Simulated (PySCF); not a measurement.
# C8H5Cl: the cost of one run

Programs: PySCF 2.14.0, with routines of our own; each step states its level. All values are computed. Atoms count from 0.

### Step 1. The starting structure

14 atoms, charge 0, multiplicity 1; geometry from: GFN2-xTB.

### Step 2. Optimising the geometry at BHandHLYP/def2-SV(P)

What the job is given:

```
{"job": {"xc": "BHandHLYP", "basis": "def2-SV(P)", "grid": 1, "kind": "geom"}, "charge": 0, "multiplicity": 1}
Cl     2.140442     2.494948    -0.447419
C      1.473320     0.953623    -0.192124
C      2.133707    -0.217256    -0.032621
C      1.159074    -1.289722     0.159957
C     -0.082177    -0.750931     0.114954
C     -1.506831    -1.041611     0.203151
C     -2.160598     0.127504     0.044508
C     -1.197145     1.216907    -0.151741
C      0.040203     0.676479    -0.106953
H      3.197159    -0.362631    -0.041537
H      1.434834    -2.318855     0.308936
H     -1.934566    -2.012827     0.364731
H     -3.224195     0.278361     0.054654
H     -1.473905     2.245536    -0.300662
```

Launch:

```console
$ OMP_NUM_THREADS=1 python excited_run.py task.json out
```

One launch serves the whole session: the jobs run in the order shown.

Q: Estimate the wall time and peak memory of this first job on 1 thread of Arm Neoverse V1, shared host.

About 50 s, with a peak of 0.6 GiB.
